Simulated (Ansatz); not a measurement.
NbTe in Ansatz: the effect of functional

Crystal: NbTe.

```
Te Nb
1.0
     3.75170    0.00000    0.00000
    -1.87585    3.24907    0.00000
     0.00000    0.00000    3.74282
Te Nb
1 1
Direct
  0.66667 0.33333 0.00000
  0.00000 0.00000 0.50000
```

The cell comes from a database or a generator and needn't be the stable form of this composition.

The cell isn't the ideal one: volume scaled by 1.04.

Alike in all runs:

* Program: Ansatz 0.2.0
* Task: single point
* Potentials or basis: Ansatz PAW
* k mesh: 8 × 8 × 7
* Occupations: fermi-dirac, width 0.05 eV
* Spin: no spin polarisation

| functional | cutoff | pressure (GPa) |
| --- | --- | --- |
| LDA | 420 eV (not typed: the program's choice for these potentials) | -11.3 |
| PBEsol | 420 eV (not typed: the program's choice for these potentials) | ? |
| r2SCAN | 500 eV (not typed: the program's choice for these potentials) | -5.8 |

Task: What does the run with functional PBEsol give?

Result: Pressure -9.2 GPa.

Caveats: the PAW data sets come from PBE, with cores solved anew for the run's functional, which leaves a small shift of forces and pressure.
